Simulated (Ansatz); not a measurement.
# C₂H₉AlClP: how energies converge with the basis set

The task here is to estimate one member of a computed series from the others.

Computed with Ansatz 0.2.0, Gaussian basis. Level: one geometry, several basis sets.

The runs, in order: PBE0-D4/def2-SVP; ωB97M-V/def2-SVP; PBE0-D4/def2-QZVPP; ωB97M-V/def2-QZVPP; the functionals' def2-TZVPP values are taken from earlier runs.

### The relaxed structure

The geometry comes from an earlier relaxation with PBE0-D4 in a triple-zeta def2 set; it is a stationary point, not always the lowest conformer.

SMILES `[CH3][Al-]([CH3])([PH3+])[Cl]`, 14 atoms, charge 0, spin multiplicity 1.

Atoms are counted from 1 here; the program's logs count them from 0.

Bond lengths: C1–Al2 1.957 Å, C1–H6 1.095 Å, C1–H7 1.095 Å, C1–H8 1.094 Å, Al2–C3 1.957 Å, Al2–P4 2.555 Å, Al2–Cl5 2.159 Å, C3–H9 1.094 Å, C3–H10 1.095 Å, C3–H11 1.095 Å, P4–H12 1.412 Å, P4–H13 1.409 Å, P4–H14 1.409 Å. Angles: Al2–C1–H6 112.2°, Al2–C1–H7 110.1°, Al2–C1–H8 112.4°, H6–C1–H7 106.9°, H6–C1–H8 108.1°, H7–C1–H8 106.8°, C1–Al2–C3 123.2°, C1–Al2–P4 102.3°, C1–Al2–Cl5 115.2°, C3–Al2–P4 102.2°, C3–Al2–Cl5 115.2°, P4–Al2–Cl5 90.1°, Al2–C3–H9 112.4°, Al2–C3–H10 112.2°, Al2–C3–H11 110.1°, H9–C3–H10 108.1°, H9–C3–H11 106.8°, H10–C3–H11 106.9° and more.

As a file:

```mol
C2H9AlClP
  3D, bonds by distance, orders not assigned

 14 13  0  0  0  0  0  0  0  0999 V2000
   -1.7619    1.0211    0.2076 C   0  0
    0.1014    0.6440   -0.2556 Al  0  0
    1.5780    0.8135    1.0169 C   0  0
    0.0525   -1.8719   -0.6966 P   0  0
    0.6238    0.9979   -2.3205 Cl  0  0
   -2.0546    0.5581    1.1554 H   0  0
   -1.9105    2.1005    0.3212 H   0  0
   -2.4601    0.6848   -0.5639 H   0  0
    2.5066    0.3762    0.6393 H   0  0
    1.3500    0.3461    1.9802 H   0  0
    1.7836    1.8708    1.2166 H   0  0
   -0.2411   -2.8723    0.2559 H   0  0
    1.2466   -2.4131   -1.2116 H   0  0
   -0.8271   -2.2850   -1.7162 H   0  0
  1  2  8  0
  2  3  8  0
  2  4  8  0
  2  5  8  0
  1  6  8  0
  1  7  8  0
  1  8  8  0
  3  9  8  0
  3 10  8  0
  3 11  8  0
  4 12  8  0
  4 13  8  0
  4 14  8  0
M  END
```

The first run:

in.yaml

```yaml
crystal:
  periodic: [false, false, false]
  atoms:
    - {symbol: C, position_ang: [-1.761865, 1.021123, 0.207611]}
    - {symbol: Al, position_ang: [0.101371, 0.644001, -0.255635]}
    - {symbol: C, position_ang: [1.578050, 0.813501, 1.016861]}
    - {symbol: P, position_ang: [0.052501, -1.871926, -0.696556]}
    - {symbol: Cl, position_ang: [0.623757, 0.997906, -2.320531]}
    - {symbol: H, position_ang: [-2.054567, 0.558057, 1.155439]}
    - {symbol: H, position_ang: [-1.910513, 2.100453, 0.321225]}
    - {symbol: H, position_ang: [-2.460097, 0.684763, -0.563900]}
    - {symbol: H, position_ang: [2.506562, 0.376215, 0.639306]}
    - {symbol: H, position_ang: [1.349962, 0.346115, 1.980195]}
    - {symbol: H, position_ang: [1.783566, 1.870767, 1.216603]}
    - {symbol: H, position_ang: [-0.241098, -2.872291, 0.255924]}
    - {symbol: H, position_ang: [1.246594, -2.413126, -1.211557]}
    - {symbol: H, position_ang: [-0.827124, -2.284962, -1.716186]}
basis:
  gaussian: {orbitals: def2-SVP}
hamiltonian: {xc: pbe0, dispersion: d4}
output: {orbitals: {seedname: orbitals}}
```

Launch:

```bash
> ansatz run in.yaml --threads 4 --pin off --events-out ev --progress --plain --max-ram 11315MiB
```

Steps of the session up to this table: PBE0-D4 in def2-SVP; ωB97M-V in def2-SVP; PBE0-D4 in def2-QZVPP; ωB97M-V in def2-QZVPP.

One of the session's tables, all rows but one given; the rest of the session is left out.

It belongs to the step «Density functionals: the series». 

```
functional       basis  HOMO (eV)  LUMO (eV)
   PBE0-D4    def2-SVP      -7.22       0.06
   PBE0-D4  def2-TZVPP      -7.34      -0.32
   PBE0-D4  def2-QZVPP          ?          ?
   ωB97M-V    def2-SVP      -9.43       2.00
   ωB97M-V  def2-TZVPP      -9.58       1.53
   ωB97M-V  def2-QZVPP      -9.60       0.96
```

Q: Estimate the row for PBE0-D4, def2-QZVPP from the others.

**Answer.** HOMO (eV): -7.37; LUMO (eV): -0.40. In the column «HOMO (eV)» it lies between ωB97M-V, def2-SVP (-9.43) and PBE0-D4, def2-TZVPP (-7.34).
